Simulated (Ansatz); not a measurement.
# Ge3Pd (Pm-3m) in Ansatz: settings compared

One crystal, Ge3Pd, is run at these levels: PBEsol, PBEsol+U; tasks: band structure.

Program: Ansatz 0.2.0. These are calculated values, not measurements. Logs are shortened: lines on timing, memory, paths and dates and some standing lists are left out, and cuts for length are marked.

## Step 1: The crystal as given

The structure is cubic, space group Pm-3m (No. 221). Conventional cell: a = 4.142 Å, b = 4.142 Å, c = 4.142 Å, α = 90.00°, β = 90.00°, γ = 90.00°. Pd (site symmetry m-3m) has 12 Ge at 2.93 Å as nearest neighbours. Ge (site symmetry 4/mmm) is surrounded by 4 Pd at 2.93 Å and 8 Ge at 2.93 Å.

The cell comes from a database or a generator and needn't be the stable form of this composition.

## Step 2: Band structure, PBEsol

Input file input.yaml:

```yaml
crystal:
  lattice:
    - [4.142023, 0.0, 0.0]
    - [0.0, 4.142023, 0.0]
    - [0.0, 0.0, 4.142023]
  atoms:
    - { symbol: Pd, position: [0.0, 0.0, 0.0] }
    - { symbol: Ge, position: [0.5, 0.5, 0.0] }
    - { symbol: Ge, position: [0.5, 0.0, 0.5] }
    - { symbol: Ge, position: [0.0, 0.5, 0.5] }
hamiltonian:
  xc: pbesol
  pseudopotentials: { kind: paw }
kpoints:
  mp_grid: { grid: [7, 7, 7] }
  band_path:
    path:
      - [[0.0, 0.0, 0.0], [0.0, 0.5, 0.0], [0.5, 0.5, 0.0], [0.0, 0.0, 0.0], [0.5, 0.5, 0.5], [0.0, 0.5, 0.0]]
      - [[0.5, 0.5, 0.0], [0.5, 0.5, 0.5]]
    npoints: 14
scf:
  occupations: { method: fermi_dirac, width: 0.05 }
  n_extra_bands: 10
output:
  forces: true
  stress: true
  eigenvalues: true
  fatbands: true
```

Potentials or basis: Ansatz PAW.

Launch:

```sh
> ansatz run input.yaml --threads 2 --pin off --max-ram 5632MiB --backend cpu --events-out ev --progress --plain --runs-dir out
```

The log of the run:

```text
Warning: RAYON_NUM_THREADS=2 ignored (pool sized by the plan → 2); use --threads N
scf.n_extra_bands = 10 over 30 filled bands (N_el = 60.0): the run solves 40 bands
Engine: ansatz 0.2.0, aarch64-unknown-linux-gnu
Pseudopotentials: kind: paw
Pseudopotential: Pd, paw, valence charge 18, recommended cutoff 420 eV (normal), Pd.paw.azcp
Pseudopotential: Ge, paw, valence charge 14, recommended cutoff 420 eV (normal), Ge.paw.azcp
Functional definition: PBEsol
  exchange = pbesol_x
  correlation = pbesol_c
Crystal: 4 atoms, lattice volume = 71.062 Å³
Basis set: ecut = 420 eV, 1357 PW (Γ), exchange–correlation on 60×60×60 points (8 copies of the dense FFT grid, shifted against one another)
Bands: 40, of which v1, the nominal top of the filled ones, is band 30 counted from 1 (29 counted from 0)
Symmetry: 48 space group operations
Space group: Pm-3m (ITA 221), of the structure as read, at distance tolerance 4.1e-5 Å
k-points: 20 of 343
Non-local potential: Pd, projectors of the file, l = 0: 2, l = 1: 2, l = 2: 2, l = 3: 1
Non-local potential: Ge, projectors of the file, l = 0: 2, l = 1: 2, l = 2: 3, l = 3: 1
PAW form: soft (Blöchl's): semilocal exchange-correlation on the pseudo side does not see the compensation charge
PAW frozen core: Pd, regenerated for the run's functional, and the local potential with it (the file was generated under x = pbe(κ = 0.804, μ = 0.2195149727645171), c = pbe(β = 0.06672455060314922))
PAW frozen core: Ge, regenerated for the run's functional, and the local potential with it (the file was generated under x = pbe(κ = 0.804, μ = 0.2195149727645171), c = pbe(β = 0.06672455060314922))
PAW one-centre angular grid: Pd, 590 points (default); XC on 64 Gauss nodes
PAW one-centre angular grid: Ge, 590 points (default); XC on 64 Gauss nodes
Initial density: superposition of atomic densities (neutral atoms: chi_scale 0, normalization atom), corrected by the library's trained network
Initial wavefunctions: pseudopotential atomic-orbital guess
Functional: x = pbesol(κ = 0.804, μ = 0.12345679012345678), c = pbesol(β = 0.046)
SCF iter   1: F=—  HF=-19666.955888 eV  |F-HF|=—  |Δ(HF+E_count)|=         —  Δρ=3.93e-3  dr2=1.17e-2  ethr=1.77e-3  ⟨swp⟩=6.0  Hψ=3064  notcnv=0  defer=2
preconditioner: auto → Kerker (q_TF=auto, 2.652 Å⁻¹)  [metal: Δε(μ)=0.031 eV  Ē_g=21.481 eV  σ=0.050 eV  W_gap=0.15  n_scr=26 (ndim 8)  ℏωp=31.8 eV  f_vac=0.000  D(μ)=2.16/eV (n_scr^D=18)]
SCF iter   2: F=—  HF=-19666.954365 eV  |F-HF|=—  |Δ(HF+E_count)|=   1.52e-3  Δρ=1.62e-3  dr2=2.34e-3  ethr=1.95e-5  ⟨swp⟩=3.0  Hψ=1627  notcnv=0  defer=14
SCF iter   3: F=—  HF=-19666.953986 eV  |F-HF|=—  |Δ(HF+E_count)|=   3.78e-4  Δρ=5.44e-4  dr2=2.51e-4  ethr=3.90e-6  ⟨swp⟩=2.0  Hψ=800  notcnv=0  defer=14
SCF iter   4: F=—  HF=-19666.953912 eV  |F-HF|=—  |Δ(HF+E_count)|=   7.37e-5  Δρ=1.84e-4  dr2=3.45e-5  ethr=4.18e-7  ⟨swp⟩=2.5  Hψ=1271  notcnv=0  defer=14
SCF iter   5: F=—  HF=-19666.953921 eV  |F-HF|=—  |Δ(HF+E_count)|=   8.79e-6  Δρ=5.30e-5  dr2=2.46e-6  ethr=5.76e-8  ⟨swp⟩=2.0  Hψ=963  notcnv=0  defer=14
SCF iter   6: F=—  HF=-19666.953921 eV  |F-HF|=—  |Δ(HF+E_count)|=   3.38e-7  Δρ=1.20e-5  dr2=1.07e-7  ethr=4.10e-9  ⟨swp⟩=1.9  Hψ=842  notcnv=0  defer=14
SCF iter   7: F=-19666.953921 eV  HF=-19666.953921 eV  |F-HF|=1.99e-9  |Δ(HF+E_count)|=   4.83e-9  Δρ=2.20e-6  dr2=4.08e-9  ethr=1.67e-10  ⟨swp⟩=7.3  Hψ=2956  notcnv=0
SCF 1 converged in 7 iterations: F = -19666.953921 eV  dr2 = 4.08e-9
NSCF: frozen V_eff on 86 k-points
SCF converged after 7 iterations
Free energy (F): -19666.953921 eV
Harris-Foulkes:  -19666.953921 eV  (|F-HF|=1.99e-9)
Internal energy: -19666.936384 eV  (E = F + TS)
E sigma→0 (E₀):  -19666.945153 eV
Entropy (-TS):   -0.017536 eV (-4.384 meV/atom)
Fermi energy:    12.918754 eV
--- Per-component energies (eV) ---
  E_band       = -526.488062
  E_kinetic    = 845.234587
  E_local      = -8336.179296  (includes V_loc(G=0)·N_el)
  E_nonlocal   = 1470.853049
  E_hartree    = 3574.797072
  E_xc         = -392.446949
  E_vxc        = -404.747716  (∫ρ·V_xc dr)
  E_paw        = -9612.596059  (= ΣΔE_a)
  E_vpaw       = -1251.241905  (= ΣTr[D̂ρ^β])
  E_aug_tail   = 0.001225  (compensation charges beyond the density's cutoff)
  E_ewald      = -7219.656347
  E_core_change = 3.056333  (= ΣΔE_core)
  E_smearing   = -0.017536  (= −TS)
  E_closure    = -0.000000  (closes the sum)
  Σ components = -19666.953921   (vs F -19666.953921, Δ=0.00e0)
--- Forces (eV/Å), atoms counted from 1 ---
  atom   1  Pd    -0.00000000     0.00000000     0.00000000
  atom   2  Ge    -0.00000000     0.00000000     0.00000000
  atom   3  Ge     0.00000000    -0.00000000     0.00000000
  atom   4  Ge     0.00000000    -0.00000000     0.00000000
  max |Σ_I F_I| component: 2.54e-29 eV/Å
--- Stress (GPa, compression-positive) ---
       -4.721368      -0.000000       0.000000
        0.000000      -4.721368       0.000000
        0.000000       0.000000      -4.721368
  P = ⅓ Tr σ = -4.7214 GPa (-47.214 kbar)
--- Band table (eV; the first three rows and the last of 20) ---
  k-point 0: bands = ["-71.2434", "-37.0194", "-37.0194", "-37.0194", "-11.8177", "-11.8177", "-11.8177", "-11.8070", "-11.7533", "-11.7533", "-11.7093", "-11.7093", "-11.7093", "-11.6942", "-11.6942", "-11.6539", "-11.6459", "-11.6459", "-11.6459", "0.2481", "6.9562", "6.9562", "9.4368", "9.4368", "9.4368", "10.2702", "10.2702", "10.2702", "11.3603", "11.3603", "13.7326", "15.9031", "15.9031", "15.9031", "18.5196", "18.5196", "18.5196", "21.8858", "21.8858", "21.8858"]
  k-point 1: bands = ["-71.2434", "-37.0197", "-37.0194", "-37.0194", "-11.8165", "-11.8097", "-11.8097", "-11.8017", "-11.7525", "-11.7487", "-11.7104", "-11.7093", "-11.7093", "-11.6985", "-11.6941", "-11.6578", "-11.6545", "-11.6545", "-11.6459", "0.4193", "6.1135", "7.0941", "9.2870", "9.2870", "9.7055", "10.2775", "10.5580", "10.5580", "11.0221", "11.7191", "14.4864", "15.7124", "15.7124", "15.8216", "17.4778", "17.9915", "17.9915", "21.8802", "22.3030", "22.8800"]
  k-point 2: bands = ["-71.2434", "-37.0203", "-37.0194", "-37.0194", "-11.8138", "-11.7877", "-11.7874", "-11.7874", "-11.7506", "-11.7364", "-11.7129", "-11.7102", "-11.7100", "-11.7100", "-11.6939", "-11.6777", "-11.6777", "-11.6685", "-11.6459", "0.9207", "4.6273", "7.4947", "9.0647", "9.0647", "10.1404", "10.2091", "10.2939", "11.2265", "11.2265", "12.2452", "14.7265", "14.7265", "15.6985", "15.7159", "16.6025", "18.0536", "18.0536", "21.8662", "22.2652", "23.9049"]
  k-point 19: bands = ["-71.2433", "-37.0205", "-37.0205", "-37.0205", "-11.7794", "-11.7739", "-11.7739", "-11.7645", "-11.7645", "-11.7596", "-11.7596", "-11.7109", "-11.7052", "-11.7052", "-11.6954", "-11.6954", "-11.6605", "-11.6605", "-11.6549", "4.1731", "4.7624", "4.7624", "7.5215", "8.5089", "8.6300", "8.6300", "10.6962", "10.6962", "11.3825", "11.3825", "11.5018", "13.1150", "19.5233", "19.5233", "19.9899", "20.4014", "20.4014", "24.5770", "25.0022", "25.0022"]
```

bands.tsv:

```text
# k_distance	band_0	band_1	band_2	band_3	band_4	band_5	band_6	band_7	band_8	band_9	band_10	band_11	band_12	band_13	band_14	band_15	band_16	band_17	band_18	band_19	band_20	band_21	band_22	band_23	band_24	band_25	band_26	band_27	band_28	band_29	band_30	band_31	band_32	band_33	band_34	band_35	band_36	band_37	band_38	band_39
[... 101 lines left out ...]
5.734382	-84.162091	-49.939320	-49.939320	-49.939320	-24.696547	-24.696547	-24.696547	-24.683955	-24.683955	-24.683955	-24.680966	-24.624670	-24.624670	-24.624670	-24.613190	-24.613190	-24.573969	-24.573969	-24.573969	-8.204359	-8.204359	-8.204359	-5.819458	-4.366541	-4.366541	-4.366541	-2.284892	-2.284892	-1.571059	-1.571059	-1.571059	-0.353137	7.444410	7.444410	7.543042	7.543042	7.543042	13.037740	13.037740	13.037740
```

Wall time 7 s (2 threads of Arm Neoverse V1, shared host); peak memory 0.38 GiB.

Results:

```yaml
Free_energy: -19666.9539 eV
Pressure: -4.7 GPa
Band_gap_on_the_k_mesh: none (metal or under the smearing width)
```

Levels at the corners of the path, in eV from the Fermi level:
```tsv
point	band 28	band 29	band 30	band 31	band 32	band 33
Γ	-2.65	-1.56	-1.56	0.81	2.98	2.98
X	-0.31	-0.31	-0.02	-0.02	0.33	0.82
M	-2.07	-0.15	0.09	0.96	0.96	2.45
Γ	-2.65	-1.56	-1.56	0.81	2.98	2.98
R	-2.28	-1.57	-1.57	-1.57	-0.35	7.44
X	-0.31	-0.31	-0.02	-0.02	0.33	0.82
M	-2.07	-0.15	0.09	0.96	0.96	2.45
R	-2.28	-1.57	-1.57	-1.57	-0.35	7.44
```

Caveat: the PAW data sets come from PBE, with cores solved anew for the run's functional, which leaves a small shift of forces and pressure.

## Step 3: Band structure, PBEsol+U

input.yaml: that of step 2 with these lines changed.

```diff
@@ -13,2 +13,3 @@
   pseudopotentials: { kind: paw }
+  hubbard: { sites: [{ species: Pd, l: d, u_eff: 1.0 }] }
 kpoints:
@@ -27,2 +28,2 @@
   eigenvalues: true
-  fatbands: true
+  fatbands: false
```

Potentials or basis: Ansatz PAW.

Launch:

```sh
> ansatz run input.yaml --threads 2 --pin off --max-ram 5632MiB --backend cpu --events-out ev --progress --plain --runs-dir out
```

The log of the run:

```text
Warning: RAYON_NUM_THREADS=2 ignored (pool sized by the plan → 2); use --threads N
Pd: projections on atomic orbitals take those of the free atom [Ar 3d10] 4s2 4p6 4d10, of charge +0.00 (hamiltonian.pseudopotentials.projection_atoms); the dataset's partial waves leave at most 1.0e-5 of an orbital's norm unspanned inside its sphere
Ge: projections on atomic orbitals take those of the free atom [Ar] 3d10 4s2 4p2, of charge +0.00 (hamiltonian.pseudopotentials.projection_atoms); the dataset's partial waves leave at most 1.2e-6 of an orbital's norm unspanned inside its sphere
scf.n_extra_bands = 10 over 30 filled bands (N_el = 60.0): the run solves 40 bands
[... 7 set-up lines as earlier in the session ...]
Crystal: 4 atoms, lattice volume = 71.062 Å³
Basis set: ecut = 420 eV, 1357 PW (Γ), exchange–correlation on 60×60×60 points (8 copies of the dense FFT grid, shifted against one another)
Bands: 40, of which v1, the nominal top of the filled ones, is band 30 counted from 1 (29 counted from 0)
[... 2 set-up lines as earlier in the session ...]
k-points: 20 of 343
[... 7 set-up lines as earlier in the session ...]
Initial density: superposition of atomic densities (chi_scale 0.1, normalization cell, long waves of neutral atoms under a Hubbard term (reshape's long-wave potential 0.00 eV rms, cloud 2.59 Å wide))
[... 19 lines left out ...]
Internal energy: -19666.626214 eV  (E = F + TS)
E sigma→0 (E₀):  -19666.634405 eV
Entropy (-TS):   -0.016384 eV (-4.096 meV/atom)
Fermi energy:    12.876723 eV
--- Per-component energies (eV) ---
  E_band       = -528.486734
  E_kinetic    = 845.940700
  E_local      = -8338.981425  (includes V_loc(G=0)·N_el)
  E_nonlocal   = 1471.076808
  E_hartree    = 3577.009339
  E_xc         = -392.498178
  E_vxc        = -404.817796  (∫ρ·V_xc dr)
  E_hubbard    = 0.301928  (on-site DFT+U / exact-exchange correction)
  E_vhub       = -4.072741  (the Hubbard potential's part of the band-sum identity)
  E_paw        = -9612.876596  (= ΣΔE_a)
  E_vpaw       = -1251.653253  (= ΣTr[D̂ρ^β])
  E_aug_tail   = 0.001226  (compensation charges beyond the density's cutoff)
  E_ewald      = -7219.656347
  E_core_change = 3.056333  (= ΣΔE_core)
  E_smearing   = -0.016384  (= −TS)
  E_closure    = 0.000000  (closes the sum)
  Σ components = -19666.642597   (vs F -19666.642597, Δ=0.00e0)
--- Forces (eV/Å), atoms counted from 1 ---
  atom   1  Pd    -0.00000000    -0.00000000     0.00000000
  atom   2  Ge    -0.00000000    -0.00000000    -0.00000000
  atom   3  Ge     0.00000000    -0.00000000     0.00000000
  atom   4  Ge     0.00000000     0.00000000     0.00000000
  max |Σ_I F_I| component: 3.55e-29 eV/Å
--- Stress (GPa, compression-positive) ---
       -4.574336       0.000000      -0.000000
        0.000000      -4.574336       0.000000
        0.000000       0.000000      -4.574336
  P = ⅓ Tr σ = -4.5743 GPa (-45.743 kbar)
--- Band table (eV; the first three rows and the last of 20) ---
  k-point 0: bands = ["-70.9999", "-36.7860", "-36.7860", "-36.7860", "-11.8590", "-11.8590", "-11.8590", "-11.8477", "-11.7959", "-11.7959", "-11.7516", "-11.7516", "-11.7516", "-11.7351", "-11.7351", "-11.6964", "-11.6873", "-11.6873", "-11.6873", "0.2300", "6.8289", "6.8289", "9.4208", "9.4208", "9.4208", "10.0197", "10.0197", "10.0197", "11.1859", "11.1859", "13.7547", "15.8836", "15.8836", "15.8836", "18.5100", "18.5100", "18.5100", "21.8839", "21.8839", "21.8839"]
  k-point 1: bands = ["-70.9999", "-36.7863", "-36.7860", "-36.7860", "-11.8579", "-11.8511", "-11.8511", "-11.8424", "-11.7951", "-11.7913", "-11.7527", "-11.7516", "-11.7516", "-11.7394", "-11.7350", "-11.7003", "-11.6959", "-11.6959", "-11.6873", "0.4010", "6.0367", "6.9714", "9.1927", "9.1927", "9.5837", "10.0272", "10.3907", "10.3907", "10.8504", "11.6073", "14.5033", "15.6921", "15.6921", "15.8020", "17.4721", "17.9803", "17.9803", "21.8754", "22.3159", "22.8930"]
  k-point 2: bands = ["-70.9999", "-36.7869", "-36.7860", "-36.7860", "-11.8551", "-11.8288", "-11.8288", "-11.8284", "-11.7930", "-11.7790", "-11.7553", "-11.7521", "-11.7521", "-11.7511", "-11.7347", "-11.7191", "-11.7191", "-11.7109", "-11.6873", "0.9014", "4.5860", "7.3869", "8.9140", "8.9140", "9.9356", "10.0372", "10.0441", "11.1292", "11.1292", "12.1957", "14.7021", "14.7021", "15.6752", "15.7089", "16.6124", "18.0358", "18.0358", "21.8545", "22.2670", "23.9270"]
  k-point 19: bands = ["-70.9999", "-36.7871", "-36.7871", "-36.7871", "-11.8205", "-11.8151", "-11.8151", "-11.8063", "-11.8063", "-11.8015", "-11.8014", "-11.7520", "-11.7464", "-11.7464", "-11.7377", "-11.7377", "-11.7024", "-11.7024", "-11.6969", "4.1080", "4.6839", "4.6839", "7.4925", "8.4628", "8.5995", "8.5995", "10.4445", "10.4445", "11.2070", "11.2070", "11.3479", "13.1601", "19.4949", "19.4949", "19.9695", "20.3770", "20.3770", "24.5660", "24.9946", "24.9946"]
Occupation matrices written to <dir>
```

bands.tsv:

```text
# k_distance	band_0	band_1	band_2	band_3	band_4	band_5	band_6	band_7	band_8	band_9	band_10	band_11	band_12	band_13	band_14	band_15	band_16	band_17	band_18	band_19	band_20	band_21	band_22	band_23	band_24	band_25	band_26	band_27	band_28	band_29	band_30	band_31	band_32	band_33	band_34	band_35	band_36	band_37	band_38	band_39
[... 101 lines left out ...]
5.734382	-83.876572	-49.663886	-49.663886	-49.663886	-24.695704	-24.695704	-24.695704	-24.683761	-24.683761	-24.683761	-24.680854	-24.623755	-24.623755	-24.623755	-24.613443	-24.613443	-24.573844	-24.573844	-24.573844	-8.246147	-8.246147	-8.246147	-5.808544	-4.328673	-4.328673	-4.328673	-2.507697	-2.507697	-1.712670	-1.712670	-1.712670	-0.257078	7.452985	7.452985	7.564450	7.564450	7.564450	13.051143	13.051143	13.051143
```

occupation_matrices:

```text
# The occupation matrices of the corrected shells as a run of Ansatz 0.0.0 ended. An entry of
# hamiltonian.hubbard.sites starts from them by `starting_ns: <path of this file>`, where that key's refused
# combinations let it.
# Free energy -19666.642597 eV.
# projection_atom_Pd: [Ar 3d10] 4s2 4p6 4d10
# projection_atom_Ge: [Ar] 3d10 4s2 4p2
format: ansatz-occupation-matrices/1
state: converged
spin: unpolarized
projectors: all-electron-ortho-atomic
projection_frame: null
lattice: # Å
  - [4.142023, 0.0, 0.0]
  - [0.0, 4.142023, 0.0]
  - [0.0, 0.0, 4.142023]
atoms: # fractions of the lattice vectors
  - {symbol: Pd, position: [0.0, 0.0, 0.0]}
  - {symbol: Ge, position: [0.5, 0.5, 0.0]}
  - {symbol: Ge, position: [0.5, 0.0, 0.5]}
  - {symbol: Ge, position: [0.0, 0.5, 0.5]}
sites: # a site counts the atoms from 0
  - {site: 0, l: d, shell: 4, starting_ns: [{spin: up, occupation_matrix: site0_d}]} # 9.353 electrons, filled orbitals 5
occupation_matrices: # on the real harmonics m = 0, +1, -1, ... of the Cartesian axes; of spinors up first
  site0_d:
    matrix:
      - [0.9483117858744794, 0.0, 0.0, -2.461138931542095e-17, -2.168404344971009e-19]
      - [0.0, 0.9266555713077995, -1.4907779871675686e-19, 0.0, 0.0]
      - [0.0, -1.4907779871675686e-19, 0.9266555713077994, 0.0, 0.0]
      - [-2.179246366695864e-17, 0.0, 0.0, 0.9483117858744802, 1.7618285302889447e-19]
      - [0.0, 0.0, 0.0, 8.131516293641283e-20, 0.9266555713077994]
```

Run time: 6.5 s. Hardware: 2 threads of Arm Neoverse V1, shared host; peak memory 0.45 GiB.

What came out:

```yaml
Free_energy: -19666.6426 eV
Pressure: -4.6 GPa
Band_gap_on_the_k_mesh: none (metal or under the smearing width)
```

Levels at the corners of the path, in eV from the Fermi level:
```tsv
point	band 28	band 29	band 30	band 31	band 32	band 33
Γ	-2.86	-1.69	-1.69	0.88	3.01	3.01
X	-0.27	-0.27	-0.06	-0.06	0.37	0.85
M	-2.22	-0.15	0.10	0.99	0.99	2.46
Γ	-2.86	-1.69	-1.69	0.88	3.01	3.01
R	-2.51	-1.71	-1.71	-1.71	-0.26	7.45
X	-0.27	-0.27	-0.06	-0.06	0.37	0.85
M	-2.22	-0.15	0.10	0.99	0.99	2.46
R	-2.51	-1.71	-1.71	-1.71	-0.26	7.45
```

Eigenvalues of the final occupation matrices:
```
  site  spin  trace               eigenvalues
site 1     1   4.68  0.93 0.93 0.93 0.95 0.95
```

Caveat: U without spin polarisation on a metal has little footing; the PAW data sets come from PBE, with cores solved anew for the run's functional, which leaves a small shift of forces and pressure; the U is typed as a test and isn't derived for this compound.

(Part 1 of 2 ends here.)
